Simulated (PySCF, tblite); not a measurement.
**C₅H₈ClF₃Si: geometry, infrared bands and NMR shifts**

Aim: predict the infrared bands and NMR shifts of C₅H₈ClF₃Si (`C/C(=C/[C@H](F)Cl)C[SiH](F)F`).

The runs use tblite 0.8.0 and PySCF 2.14.0, with density-fitted response routines of our own; the level of theory stands in each step. All values are computed, except where a source is named. Atoms count from 0, in the outputs and in this text.

## 1. The molecule as given

18 atoms, charge 0, multiplicity 1; geometry from: force field or distance geometry start.

Bonds of the start (Å): C0–C1 1.51, C1–C2 1.35, C2–C3 1.49, C3–F4 1.36, C3–Cl5 1.77, C1–C6 1.52, C6–Si7 1.88, Si7–F8 1.60, Si7–F9 1.60, C0–H10 1.08, C0–H11 1.09, C0–H12 1.11, C2–H13 1.09, C3–H14 1.10, C6–H15 1.09, C6–H16 1.09, Si7–H17 1.49.

## 2. Geometry optimisation with GFN2-xTB

Job settings and geometry (Å):

```
{"job": {"kind": "relax", "xc": "GFN2-xTB", "basis": "xTB"}, "charge": 0, "multiplicity": 1}
C     -0.107000     2.074100     0.005500
C     -0.360500     0.591500    -0.073900
C     -1.443300     0.044100     0.515600
C     -1.875400    -1.383400     0.574300
F     -0.823800    -2.241400     0.437600
Cl    -3.089200    -1.725400    -0.669400
C      0.662100    -0.194000    -0.886100
Si     2.275800    -0.661600    -0.032000
F      3.022200     0.677900     0.417000
F      3.193700    -1.439100    -1.088900
H      0.825100     2.291200     0.514700
H     -0.077700     2.499900    -0.999700
H     -0.915100     2.599700     0.561300
H     -2.134400     0.712800     1.031800
H     -2.323300    -1.593900     1.561200
H      0.202800    -1.110100    -1.265900
H      0.909700     0.394300    -1.772400
H      2.049600    -1.530200     1.157500
```

Command:

```sh
$ OMP_NUM_THREADS=1 python probes_run.py task.json out
```

One launch serves the whole session: the jobs run in the order shown.

**Question.** This job is followed by: GFN2-xTB harmonic vibrations, gas phase; GIAO PBE0/pcSseg-1 NMR shielding, non-relativistic, gas phase. Predict these results of the whole session: strongest single infrared mode (GFN2-xTB); zero-point energy (GFN2-xTB); ¹³C shifts against TMS (PBE0/pcSseg-1); ¹H shifts against TMS (PBE0/pcSseg-1, means over atoms taken as alike); ¹⁹F shifts against CFCl3 (PBE0/pcSseg-1); ³⁵Cl shifts against HCl (PBE0/pcSseg-1); ²⁹Si shifts against TMS (PBE0/pcSseg-1).

**Answer**, as computed:

| quantity | value |
| --- | --- |
| strongest single infrared mode (GFN2-xTB) | 863 cm⁻¹, 248 km/mol |
| zero-point energy (GFN2-xTB) | 76.3 kcal/mol |
| ¹³C shifts against TMS (PBE0/pcSseg-1) | 155.3, 127.5, 107.5, 29.3, 28.7 ppm |
| ¹H shifts against TMS (PBE0/pcSseg-1, means over atoms taken as alike) | 6.65, 5.89, 4.86, 3.28, 2.06, 1.92 ppm |
| ¹⁹F shifts against CFCl3 (PBE0/pcSseg-1) | -142.1, -147.4, -156.5 ppm |
| ³⁵Cl shifts against HCl (PBE0/pcSseg-1) | 286 ppm |
| ²⁹Si shifts against TMS (PBE0/pcSseg-1) | -7.4 ppm |

In words: Over 68 steps the energy fell by 0.212 eV; of the close pairs, Si7–H17 changed most, 1.490 to 1.437 Å. No mode is imaginary among the 48: a minimum at this level. The strongest single mode, at 863 cm⁻¹, moves mainly Si7 and F9. GFN2-xTB is a fitted tight-binding method: band positions and strengths are rough. Its intensities can rank the bands wrongly. H14 (hydrogen on an allylic sp3 CH bonded to Cl and F) lies farthest downfield among hydrogen, at 6.65 ppm; its carbon carries Cl and F, an electronegative neighbour. At PBE0/pcSseg-1: The widest tensor belongs to Cl5: span 707 ppm, with a paramagnetic part of -482 ppm.
